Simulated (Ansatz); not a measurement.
This script drives Ansatz's Python interface.

The script, `ch4closi_torsion.py`:
```python
import ansatz as az
from ase import Atoms

atoms = Atoms(["C", "Si", "O", "Cl", "H", "H", "H", "H"], positions=[
    (-0.6857, 0.82, -0.0692),
    (0.7253, -0.1532, -0.5657),
    (1.6153, -0.6246, 0.7204),
    (0.1329, -1.9175, -1.337),
    (-1.348, 1.1071, -0.9683),
    (-1.3693, 0.3503, 0.6343),
    (-0.3968, 1.8074, 0.3889),
    (1.4185, -1.4465, 1.1409),
])

first = (
    az.Crystal.molecule_from_ase(atoms).calculation()
    .basis(gaussian="def2-SVP")
    .functional("hf")
    .spin("collinear", total=1)
    .relax(force_tolerance=0.02, max_steps=80)
)
atoms.positions = first.run().report["positions_ang"]

start = atoms.get_dihedral(0, 1, 2, 7)
energies = {}
for turn in range(0, 360, 30):
    turned = atoms.copy()
    turned.set_dihedral(0, 1, 2, 7, start + turn, indices=[2, 7])
    base = (
        az.Crystal.molecule_from_ase(turned).calculation()
        .basis(gaussian="def2-SVP")
        .functional("hf")
        .spin("collinear", total=1)
    )
    energies[round((start + turn) % 360)] = base.run().report["free_energy_ev"]
floor = min(energies.values())
print("dihedral C0-Si1-O2-H7 (deg)   E - E(min) (kcal/mol)")
for angle, e in sorted(energies.items()):
    print(f"{angle:8d} {23.060548 * (e - floor):14.3f}  " + "#" * int(30 * (e - floor) / max(max(energies.values()) - floor, 1e-9)))
```

It is started by `python ch4closi_torsion.py`. Estimate its wall time and peak memory on 1 thread of Arm Neoverse V1 (shared host).

It took about 61 s, with a peak of 0.26 GiB, for 13 runs of the engine.

```console
$ python ch4closi_torsion.py
dihedral C0-Si1-O2-H7 (deg)   E - E(min) (kcal/mol)
      26          2.732  ########################
      56          2.449  ######################
      86          2.122  ###################
     116          1.450  #############
     146          0.497  ####
     176          0.000
     206          0.583  #####
     236          1.834  ################
     266          2.839  #########################
     296          3.274  #############################
     326          3.317  ##############################
     356          3.085  ###########################
```

The scan is rigid and the energies are electronic, in a modest basis. With rigid groups the curve can differ much from the relaxed path, the start wasn't checked as a minimum of this torsion, and equivalent turns needn't return to the same energy. The species is open-shell (spin multiplicity 2).
